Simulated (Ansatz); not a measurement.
# WSb (NiAs type): other levels of theory at one geometry

How much do the gap and the pressure of WSb (NiAs type) depend on the functional and spin–orbit coupling? The cell was built by placing the elements on the sites of a structure type; the runs don't test whether it is the stable form.

Method: DFT at several levels, plane waves, PAW, in Ansatz 0.2.0.

1 further run of the same task is left out (set aside as unsound or not needed). Runs told in other sessions of the task aren't counted.

### 1 The system as given

It takes space group P6_3/mmc (No. 194, hexagonal). Conventional cell: a = 4.400 Å, b = 4.400 Å, c = 5.210 Å, α = 90.00°, β = 90.00°, γ = 120.00°. Around W (site symmetry -3m) lie 2 W at 2.61 Å and 6 Sb at 2.85 Å. Sb (site symmetry -6m2) has 6 W at 2.85 Å in its first shell of neighbours.

Coordinates:

```cif
data_structure
_symmetry_space_group_name_H-M 'P 1'
_symmetry_Int_Tables_number 1
_cell_length_a 4.4002
_cell_length_b 4.4002
_cell_length_c 5.2102
_cell_angle_alpha 90.000
_cell_angle_beta 90.000
_cell_angle_gamma 120.000
_cell_volume 87.36
loop_
_atom_site_label
_atom_site_type_symbol
_atom_site_fract_x
_atom_site_fract_y
_atom_site_fract_z
_atom_site_occupancy
W1 W 0.00000 0.00000 0.00000 1
W2 W 0.00000 0.00000 0.50000 1
Sb1 Sb 0.33333 0.66667 0.25000 1
Sb2 Sb 0.66667 0.33333 0.75000 1
```

This cell comes from an earlier session at PBE: 21.841 Å³/atom at 0.00 GPa, on a 10×10×6 mesh, metallic.

Levels to run: PBE+SOC; r²SCAN; PBEsol; LDA. Hardware: 2 threads of Arm Neoverse V2, shared host.

### 2 PBE+SOC

Input file input.yaml:

```yaml
crystal:
  lattice:
    - [4.4002257458, 0.0, 0.0]
    - [-2.2001128729, 3.8107072783, 0.0]
    - [0.0, 0.0, 5.2102217637]
  atoms:
    - { symbol: W, position: [0.0, 0.0, 0.0] }
    - { symbol: W, position: [0.0, 0.0, 0.5] }
    - { symbol: Sb, position: [0.3333333333, 0.6666666667, 0.25] }
    - { symbol: Sb, position: [0.6666666667, 0.3333333333, 0.75] }
basis:
  ecutwfc: 420
  ecutrho_ratio: 4
kpoints:
  mp_grid: { grid: [10, 10, 6] }
hamiltonian:
  xc: pbe
scf:
  occupations: { method: gaussian, width: 0.05 }
output:
  forces: true
  stress: true
  eigenvalues: true
  populations: true
  dos: { projected: true, de: 0.02 }
  write_density: true
  write_potential: true
  elf: true
  volumetric_format: npy
magnetization:
  noncollinear: true
  spin_orbit: true
```

Started as:

```sh
> ansatz run input.yaml --threads 2 --pin off --max-ram 2662MiB --backend cpu --events-out ev --progress --plain --runs-dir out
```

Further steps of the session: r²SCAN; PBEsol; LDA.

What does the calculation give? Wanted: for each run, pressure.

**Answer**, as computed:

| level | mesh | gap on the mesh (eV) | pressure (GPa) | time |
| --- | --- | --- | --- | --- |
| PBE | 10×10×6 | metal | 0.0 | 34 s* |
| LDA | 10×10×6 | metal | -7.8 | 5.1 s |
| PBEsol | 10×10×6 | metal | -5.0 | 5.1 s |
| PBE+SOC | 10×10×6 | metal | 0.2 | 50 s* |
| r²SCAN | 10×10×6 | metal | -2.4 | 14 s |

Times are on 2 threads of Arm Neoverse V2, shared host. * Includes bands or densities of states.

The pressure runs from -7.8 GPa (LDA) to 0.2 GPa (PBE+SOC); a negative pressure means that level wants a smaller cell, a positive one a larger cell. Every level gives a metal. Total energies of different levels have different zeros and can't be compared.
